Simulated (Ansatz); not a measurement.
# C2H6GeOS: the cost of one run

Program: Ansatz 0.2.0 through its Python package. Level of theory: r2SCAN/def2-SVP. These are calculated values, not measurements.

### 1 The structure

Bond lengths: C1–O2 1.379 Å, O2–Ge3 1.775 Å, Ge3–S4 2.313 Å, S4–C5 1.870 Å, C1–H6 1.149 Å, C1–H7 1.142 Å, C1–H8 1.048 Å, C5–H9 1.142 Å, C5–H10 1.098 Å, C5–H11 1.083 Å. Angles (14 of 15 angles, heavy atoms first): C1–O2–Ge3 105.6°, O2–Ge3–S4 109.7°, Ge3–S4–C5 90.5°, O2–C1–H6 107.2°, O2–C1–H7 108.9°, O2–C1–H8 114.0°, S4–C5–H9 108.3°, S4–C5–H10 106.4°, S4–C5–H11 110.6°, H6–C1–H7 102.9°, H6–C1–H8 110.1°, H7–C1–H8 113.0°, H9–C5–H10 108.3°, H9–C5–H11 110.6°.

The script holds or builds the structure itself.

### 2 The code

Input file c2h6geos_torsion.py:

```python
"""Energy of C2H6GeOS as one group turns about a bond."""

from dataclasses import dataclass
import logging
import sys

import ansatz as az
from ase import Atoms

logging.basicConfig(stream=sys.stdout, format="%(levelname)s %(message)s")
logger = logging.getLogger("ansatz_job")
logger.setLevel(logging.INFO)


@dataclass(frozen=True)
class Options:
    basis: str = "def2-SVP"
    functional: str = "r2scan"
    force_tol: float = 0.02


opts = Options()


def main() -> None:
    atoms = Atoms(["C", "O", "Ge", "S", "C", "H", "H", "H", "H", "H", "H"], positions=[
        (-1.6208, 0.8078, -0.4791),
        (-0.4284, 1.4943, -0.564),
        (0.3213, 1.35, 1.0388),
        (2.3476, 0.2495, 0.8539),
        (1.4768, -1.2822, 0.226),
        (-2.1642, 0.9451, -1.4821),
        (-2.3067, 1.3464, 0.2585),
        (-1.5115, -0.2123, -0.2664),
        (0.7414, -1.63, 1.0275),
        (2.2511, -2.0524, 0.11),
        (0.9589, -1.0732, -0.7024),
    ])

    # relax first, so that the scan starts from a minimum
    first = (
        az.Crystal.molecule_from_ase(atoms).calculation()
        .basis(gaussian=opts.basis)
        .functional(opts.functional)
        .scf(lower_state_search="light")
        .relax(force_tolerance=opts.force_tol, max_steps=80)
    )
    atoms.positions = first.run().report["positions_ang"]

    start = atoms.get_dihedral(2, 1, 0, 5)
    energies = {}
    for turn in range(0, 121, 15):
        turned = atoms.copy()
        turned.set_dihedral(2, 1, 0, 5, start + turn, indices=[0, 5, 6, 7])
        model = az.Crystal.molecule_from_ase(turned).calculation()
        model = model.basis(gaussian=opts.basis).functional(opts.functional)
        model = model.scf(lower_state_search="light")
        energies[round((start + turn) % 360)] = model.run().report["free_energy_ev"]
    floor = min(energies.values())
    logger.info("dihedral Ge2-O1-C0-H5 (deg)   E - E(min) (kJ/mol)")
    for angle, e in sorted(energies.items()):
        logger.info(f"{angle:8d} {96.485332 * (e - floor):14.3f}  " + "#" * int(30 * (e - floor) / max(max(energies.values()) - floor, 1e-9)))


if __name__ == "__main__":
    main()
```

### 3 What the engine is handed

The engine receives this input (first run):

```yaml
crystal:
  periodic: [false, false, false]
  atoms:
    - { symbol: C, position_ang: [-1.6208, 0.8078, -0.4791] }
    - { symbol: O, position_ang: [-0.4284, 1.4943, -0.564] }
    - { symbol: Ge, position_ang: [0.3213, 1.35, 1.0388] }
    - { symbol: S, position_ang: [2.3476, 0.2495, 0.8539] }
    - { symbol: C, position_ang: [1.4768, -1.2822, 0.226] }
    - { symbol: H, position_ang: [-2.1642, 0.9451, -1.4821] }
    - { symbol: H, position_ang: [-2.3067, 1.3464, 0.2585] }
    - { symbol: H, position_ang: [-1.5115, -0.2123, -0.2664] }
    - { symbol: H, position_ang: [0.7414, -1.63, 1.0275] }
    - { symbol: H, position_ang: [2.2511, -2.0524, 0.11] }
    - { symbol: H, position_ang: [0.9589, -1.0732, -0.7024] }
basis:
  gaussian:
    orbitals: def2-SVP
hamiltonian:
  xc: r2scan
scf:
  lower_state_search: light
relax:
  f_tol: 0.02
  max_steps: 80
```

### 4 Running it

On the command line:

```
$ python c2h6geos_torsion.py
```

Q: Estimate wall time and peak memory on 1 thread of Arm Neoverse V1, shared host.

About 4 min, with a peak of 0.27 GiB.
